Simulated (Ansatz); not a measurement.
# BFGeH₅NO: one species, many methods

How much do the methods differ for BFGeH₅NO? The plan is to run it at one geometry with functionals of several rungs and with coupled cluster. The yardstick is the atomisation energy at the CCSD(T) limit.

Method: functionals in def2-TZVPP, the program's frozen cores in correlated methods; program: Ansatz 0.2.0, Gaussian basis.

The runs, in order: PBE-D4, r2SCAN-D4, PBE0-D4, B3LYP-D4, ωB97X-V, ωB97M-V, B2PLYP; CCSD(T)/def2-TZVPP; MP2/def2-QZVPP; extrapolation to the limit.

## (1) The geometry

All runs share one geometry, relaxed beforehand with PBE0-D4 in a triple-zeta def2 set.

SMILES `OB(F)[NH][GeH3]`, 10 atoms, charge 0, spin multiplicity 1.

Atoms are counted from 1 here; the program's logs count them from 0.

Bond lengths: O1–B2 1.366 Å, O1–H6 0.959 Å, B2–F3 1.346 Å, B2–N4 1.403 Å, N4–Ge5 1.847 Å, N4–H7 1.006 Å, Ge5–H8 1.535 Å, Ge5–H9 1.535 Å, Ge5–H10 1.537 Å. Angles: B2–O1–H6 113.0°, O1–B2–F3 119.3°, O1–B2–N4 120.0°, F3–B2–N4 120.7°, B2–N4–Ge5 125.1°, B2–N4–H7 117.7°, Ge5–N4–H7 117.3°, N4–Ge5–H8 109.9°, N4–Ge5–H9 109.9°, N4–Ge5–H10 105.8°, H8–Ge5–H9 110.2°, H8–Ge5–H10 110.5°, H9–Ge5–H10 110.5°.

As a file:

```
atom    x (Å)    y (Å)    z (Å)
  O1  -1.6560  -0.0477   0.7795
  B2  -0.7656   0.9500   0.5012
  F3  -1.0747   2.2188   0.8274
  N4   0.4558   0.6469  -0.1182
 Ge5   1.0013  -1.0460  -0.6163
  H6  -2.4554   0.2711   1.2026
  H7   1.0856   1.4086  -0.3075
  H8   0.0242  -1.6278  -1.6477
  H9   1.0715  -1.9558   0.6181
 H10   2.3962  -0.8692  -1.2361
```

## (2) PBE-D4 (GGA)

in.yaml reads:

```yaml
crystal:
  periodic: [false, false, false]
  atoms:
    - {symbol: O, position_ang: [-1.655997, -0.047670, 0.779542]}
    - {symbol: B, position_ang: [-0.765563, 0.949973, 0.501189]}
    - {symbol: F, position_ang: [-1.074700, 2.218847, 0.827412]}
    - {symbol: N, position_ang: [0.455800, 0.646910, -0.118162]}
    - {symbol: Ge, position_ang: [1.001286, -1.045972, -0.616312]}
    - {symbol: H, position_ang: [-2.455363, 0.271093, 1.202604]}
    - {symbol: H, position_ang: [1.085597, 1.408573, -0.307503]}
    - {symbol: H, position_ang: [0.024244, -1.627772, -1.647741]}
    - {symbol: H, position_ang: [1.071520, -1.955832, 0.618059]}
    - {symbol: H, position_ang: [2.396175, -0.869248, -1.236087]}
basis:
  gaussian: {orbitals: def2-TZVPP}
hamiltonian: {xc: pbe, dispersion: d4}
output: {forces: true, orbitals: {seedname: orbitals}}
```

Command:

```
$ ansatz run in.yaml --threads 4 --pin off --events-out ev --progress --plain --max-ram 10444MiB
```

Further steps of the session: r2SCAN-D4 (meta-GGA); PBE0-D4 (hybrid); B3LYP-D4 (hybrid); ωB97X-V (range-separated); ωB97M-V (range-separated); B2PLYP (double hybrid); CCSD(T) in def2-TZVPP; MP2 in def2-QZVPP.

Before running them: what should the planned runs give, taken together? Wanted: atomisation energy, CCSD(T)/CBS; farthest; mean size of error, hybrid; mean size of error, range-separated; gap, smallest and largest; T1 diagnostic; triples share of the correlation energy.

**Answer**, as computed:

| quantity | value |
| --- | --- |
| atomisation energy, CCSD(T)/CBS | 3733.1 kJ/mol |
| functionals within 37.3 kJ/mol (1.0 %) | r2SCAN-D4, PBE0-D4, B3LYP-D4, ωB97X-V, ωB97M-V |
| farthest | PBE-D4 (+47.0 kJ/mol) |
| mean size of error, hybrid | 21.2 kJ/mol |
| mean size of error, range-separated | 4.1 kJ/mol |
| gap, smallest and largest | 5.90 eV (PBE-D4), 12.43 eV (ωB97X-V) |
| T1 diagnostic | 0.0117 |
| triples share of the correlation energy | 3.3 % |

**Reading.** PBE-D4 misses by +47.0 kJ/mol. Double hybrids carry the basis error of their MP2 part in triple zeta, and no dispersion term here, so their miss is partly the set-up's. The reference freezes the cores and leaves out relativity and excitations past (T), and its outer-core shells are covered unevenly, so misses under about 37.3 kJ/mol can't be ranked. Hartree-Fock recovers 72 % of the binding; the rest is correlation. The gap grows from 5.9 to 12.4 eV across the functionals, mostly with the share of exact exchange. Correlated methods include outer-core shells of Ge, which these sets cover unevenly.
